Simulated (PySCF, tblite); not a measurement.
**C2H8BN− (doublet): geometry, infrared bands and EPR parameters**

What infrared bands and EPR parameters should C2H8BN− (doublet) (`[BH2-]N(C)C`) show?

Computed with tblite 0.8.0 and PySCF 2.14.0, with density-fitted response routines of our own, on a single molecule in the gas phase. Atoms are numbered from 0 throughout.

### 1 The molecule as given

12 atoms, charge -1, multiplicity 2; geometry from: force field or distance geometry start.

Bonds of the start (Å): B0–N1 1.51, N1–C2 1.45, N1–C3 1.44, B0–H4 1.20, B0–H5 1.19, C2–H6 1.11, C2–H7 1.11, C2–H8 1.12, C3–H9 1.09, C3–H10 1.11, C3–H11 1.11.

### 2 Optimising the geometry with GFN2-xTB

The job: settings as JSON, then the geometry in Å.

```
{"job": {"kind": "relax", "xc": "GFN2-xTB", "basis": "xTB"}, "charge": -1, "multiplicity": 2}
B     -0.436700     1.456100     0.305500
N      0.099600     0.275800    -0.460600
C     -0.812500    -0.835700    -0.279900
C      1.405600    -0.137000    -0.003900
H     -1.154500     2.047400    -0.456900
H     -1.071900     1.155500     1.261200
H     -0.606100    -1.604800    -1.053700
H     -0.759000    -1.268400     0.739900
H     -1.840000    -0.405500    -0.425400
H      2.028200     0.745600     0.138200
H      1.254400    -0.652000     0.970200
H      1.894000    -0.777500    -0.760500
```

On the command line:

```console
> OMP_NUM_THREADS=1 python probes_run.py task.json out
```

One launch serves the whole session: the jobs run in the order shown.

What it wrote:

```text
step      E/eV     max force
  0    -342.40400    1.345
  1    -342.51021    0.805
  2    -342.58159    0.616
  3    -342.62267    0.622
  4    -342.65306    0.441
  5    -342.66651    0.431
  6    -342.68043    0.363
  7    -342.69050    0.359
  8    -342.69726    0.260
  9    -342.70393    0.300
 10    -342.71127    0.270
 11    -342.71849    0.348
 12    -342.72490    0.268
 13    -342.72996    0.202
 14    -342.73466    0.198
 15    -342.73958    0.232
 16    -342.74380    0.200
 17    -342.74667    0.132
 18    -342.74847    0.114
 19    -342.74972    0.118
 20    -342.75072    0.098
 21    -342.75140    0.057
 22    -342.75186    0.060
 23    -342.75235    0.068
 24    -342.75302    0.083
 25    -342.75391    0.094
 26    -342.75504    0.098
 27    -342.75653    0.112
 28    -342.75870    0.145
 29    -342.76199    0.185
 30    -342.76630    0.209
 31    -342.77049    0.191
 32    -342.77394    0.181
 33    -342.77618    0.125
 34    -342.77774    0.101
 35    -342.77885    0.104
 36    -342.77980    0.104
 37    -342.78053    0.085
 38    -342.78118    0.071
 39    -342.78190    0.071
 40    -342.78293    0.100
 41    -342.78412    0.110
 42    -342.78518    0.078
 43    -342.78571    0.046
 44    -342.78588    0.028
 45    -342.78596    0.023
 46    -342.78604    0.026
 47    -342.78614    0.037
 48    -342.78623    0.029
 49    -342.78628    0.017
 50    -342.78631    0.020
 51    -342.78636    0.024
 52    -342.78643    0.035
 53    -342.78653    0.037
 54    -342.78668    0.039
 55    -342.78691    0.054
 56    -342.78720    0.054
 57    -342.78746    0.039
 58    -342.78761    0.026
 59    -342.78766    0.023
 60    -342.78769    0.018
 61    -342.78773    0.019
 62    -342.78776    0.016
 63    -342.78777    0.005
```

Run time: 0.22 s. Hardware: 1 thread of Arm Neoverse V1, shared host.

Step by step: (not every step is listed)

```tsv
step	energy from step 0 (eV)	largest force (eV/Å)
0	0.0000	1.3451
1	-0.1062	0.8052
2	-0.1776	0.6162
3	-0.2187	0.6218
4	-0.2491	0.4409
5	-0.2625	0.4307
6	-0.2764	0.3631
7	-0.2865	0.3585
8	-0.2933	0.2601
13	-0.3260	0.2017
18	-0.3445	0.1139
23	-0.3483	0.0682
28	-0.3547	0.1452
33	-0.3722	0.1246
38	-0.3772	0.0712
43	-0.3817	0.0457
48	-0.3822	0.0292
53	-0.3825	0.0373
58	-0.3836	0.0258
59	-0.3837	0.0233
60	-0.3837	0.0185
61	-0.3837	0.0191
62	-0.3838	0.0158
63	-0.3838	0.0054
```

Distances of close pairs at the start and the end, largest changes first:

```tsv
bond	before (Å)	after (Å)	change (Å)
B0–H5	1.186	1.253	+0.067
B0–N1	1.506	1.564	+0.058
C2–H8	1.123	1.090	-0.033
B0–H4	1.203	1.234	+0.032
N1–C3	1.444	1.427	-0.017
N1–C2	1.449	1.435	-0.014
C2–H7	1.109	1.117	+0.008
C3–H10	1.112	1.118	+0.006
```

The end geometry stands in the next job.

### 3 Vibrational analysis with GFN2-xTB

The job: settings as JSON, then the geometry in Å.

```
{"job": {"kind": "ir", "xc": "GFN2-xTB", "basis": "xTB"}, "charge": -1, "multiplicity": 2}
B     -0.468786     1.566905     0.253872
N      0.078714     0.271487    -0.431194
C     -0.825609    -0.843170    -0.427836
C      1.358733    -0.133911     0.052185
H     -1.559933     1.881766    -0.229182
H     -0.511968     1.473203     1.502765
H     -0.459109    -1.672259    -1.073215
H     -1.000514    -1.284809     0.583568
H     -1.791736    -0.514205    -0.811763
H      2.047298     0.712819     0.006145
H      1.354965    -0.498859     1.108718
H      1.779143    -0.959653    -0.560088
```

What it wrote:

```text
mode    cm-1     km/mol
  1     171.4      7.76
  2     207.8      3.03
  3     247.5      0.43
  4     300.9     12.91
  5     337.3      9.54
  6     406.8      3.73
  7     707.4     29.73
  8     819.4     90.01
  9     879.5     62.46
 10     926.9     51.52
 11    1035.8     11.85
 12    1067.5     14.48
 13    1127.2     86.60
 14    1144.7    227.88
 15    1176.8     66.24
 16    1212.3     21.84
 17    1393.1     69.51
 18    1412.2     23.03
 19    1486.5      1.96
 20    1494.5      4.07
 21    1515.8      9.09
 22    1521.7     18.28
 23    1788.1    815.97
 24    2012.8    560.94
 25    2577.2     46.71
 26    2596.2    526.78
 27    2675.0    181.77
 28    2726.4    395.19
 29    2949.3    125.56
 30    2980.0     85.13
```

Wall time 0.18 s (1 thread of Arm Neoverse V1, shared host).

The strongest bands and the atoms that carry them (share of the mass-weighted mode):

```tsv
cm⁻¹	km/mol	atoms
819	90.0	H5 34 %, B0 33 %, H4 28 %
1145	227.9	H5 37 %, H4 28 %
1788	816.0	H5 81 %, H4 10 %
2013	560.9	H4 83 %, H5 13 %
2596	526.8	H10 44 %, H7 31 %, H6 12 %
2675	181.8	H6 69 %, H7 17 %
2726	395.2	H11 75 %, H10 11 %
2949	125.6	H9 93 %
```

### 4 g tensor and hyperfine couplings: B3LYP/pcH-1

Settings changed since step 3:

```diff
@@ -1,2 +1,2 @@
-{"job": {"kind": "ir", "xc": "GFN2-xTB", "basis": "xTB"}, "charge": -1, "multiplicity": 2}
+{"job": {"kind": "epr", "basis": "pcH-1"}, "charge": -1, "multiplicity": 2}
 B     -0.468786     1.566905     0.253872
```

Level: UKS B3LYP, pcH-1 on B C H N, non-relativistic, mean-field spin-orbit, GIAO.

What it wrote:

```text
UKS, coarse grid
  cycle   1  E = -160.50957558  |g| = 3.69e-01
  cycle   2  E = -160.41168749  |g| = 5.83e-01
  cycle   3  E = -160.60106546  |g| = 9.31e-02
  cycle   4  E = -160.60449426  |g| = 2.65e-02
  cycle   5  E = -160.60482259  |g| = 3.76e-03
  cycle   6  E = -160.60483016  |g| = 1.81e-03
  cycle   7  E = -160.60483229  |g| = 6.11e-04
UKS, final grid
  cycle   1  E = -160.60484835  |g| = 6.46e-04
  cycle   2  E = -160.60484824  |g| = 8.58e-04
  cycle   3  E = -160.60484860  |g| = 9.87e-05
  cycle   4  E = -160.60484860  |g| = 4.68e-05
  cycle   5  E = -160.60484860  |g| = 1.55e-05
E = -160.60484860 Eh   <S^2> = 0.7519 (exact 0.7500)
g shifts (ppm)      1          2          3
  rmc           -80        -80        -80
  gc             12         18          1
  oz_so         -85        109        184
  total        -153         48        104
hyperfine (MHz)  atom isotope    a_iso     a_fc   dipolar eigenvalues
    0   11B     234.85     234.85    -35.64    -34.32     69.96
    1   14N      13.44      13.44     -0.91     -0.84      1.74
    2   13C      75.54      75.54     -2.03     -1.14      3.17
    3   13C       8.71       8.71     -1.78     -0.73      2.51
    4    1H     -13.72     -13.72    -16.70     -0.20     16.91
    5    1H       8.09       8.09    -16.42      0.21     16.21
    6    1H      10.86      10.86     -1.80     -1.43      3.23
    7    1H      -0.94      -0.94     -3.14     -1.35      4.49
    8    1H       6.41       6.41     -3.38     -1.34      4.71
    9    1H      -1.79      -1.79     -5.29     -1.57      6.86
   10    1H       1.49       1.49     -2.19     -1.83      4.02
   11    1H       5.45       5.45     -1.94     -1.29      3.23
```

It took 22 s on 1 thread of Arm Neoverse V1, shared host; peak memory 0.63 GiB.

Principal g values 2.00217, 2.00237, 2.00242; g(iso) = 2.00232, against 2.00232 for a free electron.

Hyperfine couplings; where a row names several nuclei, a(iso) is their mean (it holds for fast rotation or exchange) and the dipolar term the largest among them:

```tsv
nuclei	isotope	a(iso) (MHz)	a(iso) (G, at g = 2.0023)	largest dipolar term (MHz)
B0	11B	234.9	83.8	70.0
C2, C3	13C	42.1	15.0	3.2
N1	14N	13.4	4.8	1.7
H6, H7, H8, H9, H10, H11	1H	3.6	1.3	6.9
H4, H5	1H	-2.8	-1.0	16.9
```

Mulliken spin populations:

```tsv
atom	value (e)
B0	1.05
N1	-0.01
C2	0.00
C3	-0.01
H4	-0.04
H5	-0.03
H6	0.01
H7	0.01
H8	0.00
H9	0.02
H10	0.00
H11	0.00
```

In first order the couplings over 0.8 MHz of 11B, 14N, 1H give 252 distinct lines over 270.7 G, if the averaged nuclei exchange fast; the same motion can average rows kept apart here too.

The fields below are evaluated on a grid from the run's orbitals.

ELF in a plane through or near 7 of the atoms.

Ten even steps from '0' (0.00) to '9' (1.00):
```
0000000000000000000000000000
0000000000000000000000000000
0000000000002467653100000000
0000000000004788875200000000
0000000110003799875210000000
0000003898511488865333310000
0000015999940265114789872000
0000014999961141944999995100
0000001463246689437999995100
0000024773338557522688872000
0000479999656567200001110000
0000699999512687566410000000
0000379993005721899993000000
0000024310059996899996100000
0000000000599997479993000000
0000000001699996101210000000
0000000000268862000000000000
0000000000002210000000000000
0000000000000000000000000000
0000000000000000000000000000
```
The map spans 9.5 Å across and 9.2 Å up, centred on the molecule. Atoms in the plane (x, y in Å): B0 (1.0, 1.3), N1 (0.0, 0.1), C2 (0.5, -1.2), C3 (-1.3, 0.4), H6 (-0.2, -2.0), H8 (1.5, -1.4), H11 (-2.0, -0.4).

On the surface of density 0.002 e/bohr³ the electrostatic potential runs, from the 1st to the 99th percentile, from -6.25 V near N1 to -3.16 V near H6.

The spin density lies nearest to B0 63 %; H4, H5 about 10 % each.

### 5 Summary of results

| quantity | value |
| --- | --- |
| strongest single infrared mode (GFN2-xTB) | 1788 cm⁻¹, 816 km/mol |
| zero-point energy (GFN2-xTB) | 58.5 kcal/mol |
| g(iso) (B3LYP) | 2.00232 |
| ⟨S²⟩ | 0.752 (exact 0.75) |
| largest a(iso) (averaged by class) | 11B on B0, 234.9 MHz |

In words: Relaxing lowered the energy by 0.384 eV in 63 steps; the close pair that moved most is B0–H5, from 1.186 to 1.253 Å. All 30 modes are real, so the xTB geometry is a minimum. The strongest single mode, at 1788 cm⁻¹, moves mainly H5. GFN2-xTB is a fitted tight-binding method: band positions and strengths are rough. Its intensities can rank the bands wrongly. B0 carries the largest spin population, 1.05 e. The isotropic g lies 0.0 ppt below the free-electron value. The records flag this anion as possibly unbound in the gas phase, so the basis may hold the extra electron. The conformer search found further structures of the same energy, which may be mirror or relabelled copies of this one.
